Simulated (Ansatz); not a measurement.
C4H5BS, SMILES Bc1ccsc1, a geometry optimisation

Program: Ansatz 0.2.0, Python API.

`opt_c4h5bs.py`:
```python
"""Relax the C4H5BS molecule."""

import itertools
import warnings

import ansatz as az
from ase.data import atomic_numbers, covalent_radii
import numpy as np

GEOMETRY = """
B     1.90750   -0.11320    0.14010
C     0.36990    0.10250   -0.04200
C    -0.59350   -0.80430    0.42310
C    -1.89760   -0.41330    0.15300
S    -1.84330    1.05580   -0.66150
C    -0.17010    1.21230   -0.68080
H     2.31190   -1.07650    0.69190
H     2.67360    0.68580   -0.27310
H    -0.35190   -1.72260    0.94330
H    -2.79100   -0.96060    0.42110
H     0.38450    2.03400   -1.11520
"""

warnings.simplefilter("ignore", az.DeckWarning)

mol = az.Crystal.molecule()
for line in GEOMETRY.strip().splitlines():
    symbol, *xyz = line.split()
    mol = mol.atom(symbol, [float(v) for v in xyz])

base = mol.calculation().basis(gaussian="def2-SVP").functional("PBE", dispersion="d3bj")
symbols = [site.symbol for site in mol.cartesian_sites]
start = np.array([site.position_ang for site in mol.cartesian_sites], dtype=float)
def progress(event):
    if event["event"] == "relax_step":
        row = event["data"]
        print(f"step {row['step']:3d}  E = {row['lagrangian_ev']:.6f} eV  largest force component {row['allowed_force_max_ev_ang']:.4f} eV/A")


r = base.relax(force_tolerance=0.005).session().plan().execute(on_event=progress).report
end = np.array(r["positions_ang"])

print("reference energy %16.6f eV" % r["reference_energy_ev"])
print("total energy     %16.6f eV" % r["free_energy_ev"])
print("occupied orbitals outside the frozen core (up, down):", r["n_occupied"], " frozen:", r["n_frozen"], " virtual:", r["n_virtual"])

# pairs closer than 1.2 times the sum of covalent radii, before or after
radius = [covalent_radii[atomic_numbers[s]] for s in symbols]
span = lambda where, i, j: np.linalg.norm(where[i] - where[j])
bonded = [(i, j) for i, j in itertools.combinations(range(len(symbols)), 2) if min(span(start, i, j), span(end, i, j)) < 1.2 * (radius[i] + radius[j])]
print("pair        before    after (A)")
for i, j in bonded:
    print(f"{symbols[i]}{i}-{symbols[j]}{j}".ljust(10), f"{span(start, i, j):8.4f} {span(end, i, j):8.4f}")

charges = r["charge_distribution"]
dipole = np.array(charges["dipole_moment_e_ang"]) * 4.803205
print("dipole (D): {:.3f} {:.3f} {:.3f}, length {:.3f}".format(*dipole, np.linalg.norm(dipole)))
print("atom  Mulliken   Lowdin")
for symbol, m, l in zip(symbols, charges["mulliken_charges_e"], charges["lowdin_charges_e"]):
    print(f"{symbol:4s} {m:9.3f} {l:8.3f}")
```

```console
$ python opt_c4h5bs.py
step   1  E = -15722.058251 eV  largest force component 2.8298 eV/A
step   2  E = -15722.266101 eV  largest force component 1.1204 eV/A
step   3  E = -15722.323050 eV  largest force component 0.3166 eV/A
step   4  E = -15722.325726 eV  largest force component 0.0615 eV/A
step   5  E = -15722.326026 eV  largest force component 0.0152 eV/A
step   6  E = -15722.326036 eV  largest force component 0.0115 eV/A
step   7  E = -15722.326037 eV  largest force component 0.0140 eV/A
step   8  E = -15722.325943 eV  largest force component 0.0360 eV/A
step   9  E = -15722.326063 eV  largest force component 0.0007 eV/A
reference energy    -15722.028829 eV
total energy        -15722.326097 eV
occupied orbitals outside the frozen core (up, down): [25, 25]  frozen: 0  virtual: [88, 88]
pair        before    after (A)
B0-C1        1.5633   1.5329
B0-H6        1.1815   1.2180
B0-H7        1.1815   1.2180
C1-C2        1.4024   1.4466
C1-C5        1.3897   1.4016
C2-C3        1.3880   1.3748
C2-H8        1.0827   1.0991
C3-S4        1.6807   1.7429
C3-H9        1.0815   1.0971
S4-C5        1.6806   1.7171
C5-H10       1.0823   1.0980
dipole (D): -1.676 0.182 -0.169, length 1.694
atom  Mulliken   Lowdin
B       -0.079   -0.086
C        0.095   -0.107
C        0.015   -0.032
C       -0.117   -0.206
S        0.123    0.556
C       -0.121   -0.151
H       -0.020   -0.019
H       -0.023   -0.018
H        0.017    0.033
H        0.052    0.010
H        0.058    0.020
```

Caveats:
- Total energies depend on the basis set; only differences at equal settings carry meaning.
- The end point is the stationary point reached from this start; no frequency run checks that it is a minimum, and the basis set is modest.
- The Löwdin charges here are taken after orthogonalising the functions within each atom; they differ from plain Löwdin charges, and their signs can be unphysical.
- Total less reference energy is the dispersion correction.
- Hardware and time: 19 s on 1 thread of AMD EPYC 9R45 96-Core Processor (Zen 5) (shared host), peak memory 0.23 GiB.

(Lines on the test bed's own set-up are left out of the output.)
